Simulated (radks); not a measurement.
# Nuclear size and the levels of S¹⁴⁺

Aim: how the total energy, the levels and the density at the nucleus of S¹⁴⁺ respond when the nuclear radius is scaled.

The numbers are computed with radks (a radial shooting solver on a logarithmic mesh, Libxc functionals) version 1 (Dirac Kohn-Sham, exchange-only LDA, spin-unpolarised, spherical densities, finite nucleus), except any that are marked as measured or tabulated.

## 1. Starting point

```
element            : sulfur (Z = 16)
charge             : +14
electrons          : 2
configuration      : [He]
nuclear rms radius : 3.2611 fm
```

The outer shells:

S¹⁴⁺
```
1s [↑↓]
```

## 2. rms radius 3.2611 fm

Input:

```text
Z 16
configuration [He] 2s0 2p0
relativity Dirac
functional lda,
spin unpolarised
j_filling average
nucleus finite rms 3.2611 fm
c 137.035999084
```

## 3. rms radius 2.6774 fm

Input: that of step 2 with these lines changed.

```diff
@@ -6,3 +6,3 @@
 j_filling average
-nucleus finite rms 3.2611 fm
+nucleus finite rms 2.6774 fm
 c 137.035999084
```

## 4. rms radius 3.1307 fm

Input: that of step 3 with these lines changed.

```diff
@@ -6,3 +6,3 @@
 j_filling average
-nucleus finite rms 2.6774 fm
+nucleus finite rms 3.1307 fm
 c 137.035999084
```

## 5. rms radius 3.4698 fm

Input: that of step 4 with these lines changed.

```diff
@@ -6,3 +6,3 @@
 j_filling average
-nucleus finite rms 3.1307 fm
+nucleus finite rms 3.4698 fm
 c 137.035999084
```

## 6. rms radius 3.9329 fm

Input: that of step 5 with these lines changed.

```diff
@@ -6,3 +6,3 @@
 j_filling average
-nucleus finite rms 3.4698 fm
+nucleus finite rms 3.9329 fm
 c 137.035999084
```

Before running it: what results should come out? Wanted: for each run, rms radius; total energy shift; density at nucleus; 1s1/2 shift; 2s1/2 shift.

The runs gave:

```
rms radius (fm)  total energy shift (eV)  density at nucleus (e/bohr³)  1s1/2 shift (meV)  2s1/2 shift (meV)
         2.6774                 -0.00309                          2747              -1.43             -0.161
         3.1307                -0.000741                          2740             -0.344            -0.0386
         3.2611                        0                          2738                  0                  0
         3.4698                  0.00125                          2735              0.578             0.0650
         3.9329                  0.00429                          2730               1.99              0.223
```

In words: Shifts are against the first run. Over the range the 1s1/2 level moves by 0.00342 eV and the 2s1/2 level by 0.384 meV. A larger nucleus binds the 1s electrons less and lowers the density at its centre. These are shifts of eigenvalues, not the field shifts of spectral lines.
